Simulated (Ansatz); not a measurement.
# CH4ClFOSSi: up Jacob's ladder to CCSD(T)

One table from this session's results is given with a row withheld; the runs are named, their logs left out.

The runs use Ansatz 0.2.0, Gaussian basis; functionals in def2-TZVPP, the program's frozen cores in correlated methods.

Plan: PBE-D4, r2SCAN-D4, PBE0-D4, B3LYP-D4, ωB97X-V, ωB97M-V, B2PLYP; CCSD(T)/def2-TZVPP; MP2/def2-QZVPP; extrapolation to the limit.

**Structure used throughout**

An earlier PBE0-D4 in a triple-zeta def2 set relaxation fixed the geometry.

SMILES `CO[Si](F)(S)Cl`, 10 atoms, charge 0, spin multiplicity 1.

Atoms are counted from 1 here; the program's logs count them from 0.

Bond lengths: C1–O2 1.418 Å, C1–H7 1.093 Å, C1–H8 1.090 Å, C1–H9 1.094 Å, O2–Si3 1.610 Å, Si3–F4 1.588 Å, Si3–S5 2.112 Å, Si3–Cl6 2.024 Å, S5–H10 1.344 Å. Angles: O2–C1–H7 110.4°, O2–C1–H8 107.7°, O2–C1–H9 111.4°, H7–C1–H8 109.1°, H7–C1–H9 109.1°, H8–C1–H9 109.1°, C1–O2–Si3 126.3°, O2–Si3–F4 111.8°, O2–Si3–S5 109.5°, O2–Si3–Cl6 106.9°, F4–Si3–S5 108.1°, F4–Si3–Cl6 106.7°, S5–Si3–Cl6 113.9°, Si3–S5–H10 93.2°.

The first run:

File in.yaml:

```yaml
crystal:
  periodic: [false, false, false]
  atoms:
    - {symbol: C, position_ang: [0.373573, -1.114968, -1.228953]}
    - {symbol: O, position_ang: [-0.602934, -0.787805, -0.254719]}
    - {symbol: Si, position_ang: [-0.463005, 0.326638, 0.898261]}
    - {symbol: F, position_ang: [0.762634, 0.026364, 1.862360]}
    - {symbol: S, position_ang: [-0.155336, 2.220367, 0.015972]}
    - {symbol: Cl, position_ang: [-2.136268, 0.213991, 2.032241]}
    - {symbol: H, position_ang: [1.179146, -1.700946, -0.780120]}
    - {symbol: H, position_ang: [-0.115011, -1.710827, -1.999480]}
    - {symbol: H, position_ang: [0.796880, -0.216581, -1.687059]}
    - {symbol: H, position_ang: [0.360332, 2.743755, 1.141507]}
basis:
  gaussian: {orbitals: def2-TZVPP}
hamiltonian: {xc: pbe, dispersion: d4}
output: {forces: true, orbitals: {seedname: orbitals}}
```

Command:

```sh
$ ansatz run in.yaml --threads 2 --pin off --events-out ev --progress --plain --max-ram 20480MiB --backend cuda --devices 0, --max-vram 18GiB
```

Steps of the session up to this table: PBE-D4 (GGA); r2SCAN-D4 (meta-GGA); PBE0-D4 (hybrid); B3LYP-D4 (hybrid); ωB97X-V (range-separated); ωB97M-V (range-separated); B2PLYP (double hybrid); CCSD(T) in def2-TZVPP; MP2 in def2-QZVPP.

One of the session's tables, all rows but one given; the rest of the session is left out.

```
            method  atomisation energy (eV)
            PBE-D4                        ?
         r2SCAN-D4                   39.609
           PBE0-D4                   39.272
          B3LYP-D4                   39.114
           ωB97X-V                   39.599
           ωB97M-V                   39.641
            B2PLYP                   38.815
     HF/def2-TZVPP                   28.613
    MP2/def2-TZVPP                   39.433
   CCSD/def2-TZVPP                   37.640
CCSD(T)/def2-TZVPP                   38.301
           MP2/CBS                   40.686
       CCSD(T)/CBS                   39.554
```

Estimate the missing values for PBE-D4.

**Answer.** atomisation energy (eV): 40.038. In the column «atomisation energy (eV)» it lies between ωB97M-V (39.641) and MP2/CBS (40.686).
